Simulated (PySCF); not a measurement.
# B2Cl4 (SMILES ClB(Cl)B(Cl)Cl) at 6 levels

Aim: a comparison of 6 runs (HF/3-21G, B3LYP/6-31G*, PBE/6-31G*, PBE0/def2-SVP, PBE0/def2-SVPD) of B2Cl4. Input form: a Python script.

Program for the calculation: PySCF 2.14.0.

### Step 1. The system as given

B2Cl4: 6 atoms, total charge 0, spin state singlet. As SMILES, `ClB(Cl)B(Cl)Cl`. The coordinates come from a PBE0-D4/def2-TZVP relaxation.

Bond lengths: Cl1–B2 1.741 Å, B2–Cl3 1.741 Å, B2–B4 1.684 Å, B4–Cl5 1.741 Å, B4–Cl6 1.741 Å. Angles: Cl1–B2–Cl3 119.8°, Cl1–B2–B4 120.1°, Cl3–B2–B4 120.1°, B2–B4–Cl5 120.1°, B2–B4–Cl6 120.1°, Cl5–B4–Cl6 119.8°.

### Step 2. Energy and forces at HF/3-21G (run 1)

Contents of input.py:

```python
from pyscf import gto, scf

system = gto.M(
    atom='''
Cl  -1.123640  -1.972940  -0.236680
B   -0.193100  -0.677670   0.461210
Cl   0.337080  -0.788660   2.115680
B    0.193010   0.677780  -0.461090
Cl   1.665160   0.711950  -1.389680
Cl  -0.878510   2.049540  -0.489430
''',
    verbose=4,
    basis='3-21g',
    spin=0,
    max_memory=1860,
)

calc0 = scf.RHF(system)
calc0.conv_tol = 1e-10
calc0.kernel()
if not calc0.converged:
    calc0 = calc0.newton().run(calc0.mo_coeff, calc0.mo_occ)

energy = calc0.e_tot
print('Final energy', energy)
grad = calc0.nuc_grad_method().kernel()
calc0.analyze()
```

The run is started by

```sh
$ OMP_NUM_THREADS=1 python input.py
```

The log of the run:

```text
PySCF version 2.14.0

[... 80 lines left out ...]
DFT Exchange-Correlation Energy =     -117.978598020929212
[... 11 lines left out ...]
MO #10  energy= -8.00460950054861  occ= 2
[... 9 lines left out ...]
MO #20  energy= -8.00040266682838  occ= 2
[... 9 lines left out ...]
MO #30  energy= -0.604900221586277 occ= 2
[... 9 lines left out ...]
MO #40  energy= 0.0413434312077738 occ= 0
[... 9 lines left out ...]
MO #50  energy= 0.624001098995883  occ= 0
[... 9 lines left out ...]
MO #60  energy= 0.798716835124902  occ= 0
[... 9 lines left out ...]
MO #70  energy= 1.1961710527576    occ= 0
[... 79 lines left out ...]
Dipole moment(X, Y, Z, Debye): -0.00025,  0.00032,  0.00033
```

Run time: 5.4 s. Hardware: 1 thread of Intel Xeon at 2.70GHz, shared host; peak memory 0.14 GiB.

### Step 3. Energy and gradient at B3LYP/6-31G(d) (spherical functions) (run 2)

Contents of calc.py:

```python
# 13701-67-2
import pyscf.grad
from pyscf import gto, dft

molecule = gto.Mole()
molecule.atom = '''
Cl    -2.123372    -3.728316    -0.447260
B     -0.364906    -1.280611     0.871561
Cl     0.636989    -1.490351     3.998056
B      0.364736     1.280819    -0.871334
Cl     3.146696     1.345391    -2.626115
Cl    -1.660143     3.873069    -0.924889
'''
molecule.unit = 'bohr'
molecule.charge = 0
molecule.basis = '6-31g*'
molecule.max_memory = 1860
molecule.verbose = 4
molecule.build()

mf = dft.RKS(molecule)
mf.xc = 'b3lyp'
mf.conv_tol = 1e-10
mf.grids.level = 5
mf.kernel()
if not mf.converged:
    mf = mf.newton().run(mf.mo_coeff, mf.mo_occ)

etot = mf.e_tot
print('E(%s) = %.9f' % ('B3LYP', etot))
grad = mf.Gradients().kernel()
mf.analyze()
```

The run is started by

```sh
$ OMP_NUM_THREADS=1 python calc.py
```

The log of the run:

```text
PySCF version 2.14.0

[... 89 lines left out ...]
Nuclear Repulsion Energy =             424.849421237754655
[... 14 lines left out ...]
MO #9   energy= -7.24520732228753  occ= 2
[... 12 lines left out ...]
MO #22  energy= -6.85226259861118  occ= 2
[... 12 lines left out ...]
MO #35  energy= -0.35180074533036  occ= 2
[... 12 lines left out ...]
MO #48  energy= 0.323941024009356  occ= 0
[... 12 lines left out ...]
MO #61  energy= 0.46554453319096   occ= 0
[... 12 lines left out ...]
MO #74  energy= 0.832087013685954  occ= 0
[... 12 lines left out ...]
MO #87  energy= 1.07942137204149   occ= 0
[... 12 lines left out ...]
MO #100 energy= 2.00924301363537   occ= 0
[... 109 lines left out ...]
Dipole moment(X, Y, Z, Debye): -0.00010,  0.00015,  0.00014
```

It took 64 s on 1 thread of Intel Xeon at 2.70GHz, shared host; peak memory 0.99 GiB.

Runs 3 to 5 aren't shown in full; the table further down has their settings and results.

### Step 4. Energy and forces at PBE0/def2-SVPD (run 6)

Contents of input.py:

```python
import pyscf.grad
from pyscf import gto, dft

mol = gto.M(
    atom='''
Cl      -1.123640      -1.972940      -0.236680
B       -0.193100      -0.677670       0.461210
Cl       0.337080      -0.788660       2.115680
B        0.193010       0.677780      -0.461090
Cl       1.665160       0.711950      -1.389680
Cl      -0.878510       2.049540      -0.489430
''',
    basis='def2-svpd',
    max_memory=1860,
    spin=0,
    verbose=4,
)

calc0 = dft.RKS(mol)
calc0.xc = 'pbe0'
calc0.grids.level = 5
calc0.conv_tol = 1e-10
calc0.kernel()
if not calc0.converged:
    calc0 = calc0.newton().run(calc0.mo_coeff, calc0.mo_occ)

etot = calc0.e_tot
print(f'total energy: {etot:.8f} hartree')
grad = calc0.Gradients().kernel()
dip = calc0.dip_moment()
pop, q = calc0.mulliken_pop()
```

The run is started by

```sh
$ OMP_NUM_THREADS=1 python input.py
```

The log of the run:

```text
PySCF version 2.14.0

[... 71 lines left out ...]
converged SCF energy = -1889.40160648573
total energy: -1889.40160649 hartree
[... 13 lines left out ...]
Dipole moment(X, Y, Z, Debye): -0.00008,  0.00012,  0.00011
[... 155 lines left out ...]
charge of    5Cl =     -0.46066
```

Run time: 79 s. Hardware: 1 thread of Intel Xeon at 2.70GHz, shared host; peak memory 1.7 GiB.

### Step 5. All runs side by side

| run | level | integration grid | Cartesian functions | energy (Eh) | dipole moment (D) | HOMO energy (eV) | LUMO energy (eV) | wall time |
| --- | --- | --- | --- | --- | --- | --- | --- | --- |
| 1 | HF/3-21G | – | no | -1878.406941 | 0.00 | -12.17 | 1.13 | 5.4 s |
| 2 | B3LYP/6-31G* (spherical functions) | 5 | no | -1890.631169 | 0.00 | -8.22 | -2.06 | 64 s |
| 3 | PBE/6-31G* (spherical functions) | 5 | no | -1889.740830 | 0.00 | -7.08 | -2.80 | 66 s |
| 4 | PBE0/def2-SVP | 5 | no | -1889.377035 | 0.00 | -8.30 | -1.71 | 44 s |
| 5 | B3LYP/6-31G* (Cartesian functions) | 5 | yes | -1890.645124 | 0.00 | -8.23 | -2.06 | 70 s |
| 6 | PBE0/def2-SVPD | 5 | no | -1889.401606 | 0.00 | -8.62 | -2.14 | 79 s |

### Step 6. Outcome

| quantity | value |
| --- | --- |
| run 6: total energy | -1889.40161 Eh |
| run 6: dipole moment | 0.00 D |
| run 6: HOMO energy | -8.62 eV |
| run 6: LUMO energy | -2.14 eV |
| run 6: HOMO–LUMO gap | 6.47 eV |
| run 6: largest force on an atom | 0.227 eV/Å |

The HOMO–LUMO gap runs from 4.28 eV (PBE/6-31G*) to 13.29 eV (HF/3-21G). The two ends differ in method and basis. Totals of different functionals can't be ranked against each other. All runs together took 5.5 min, the longest 79 s.
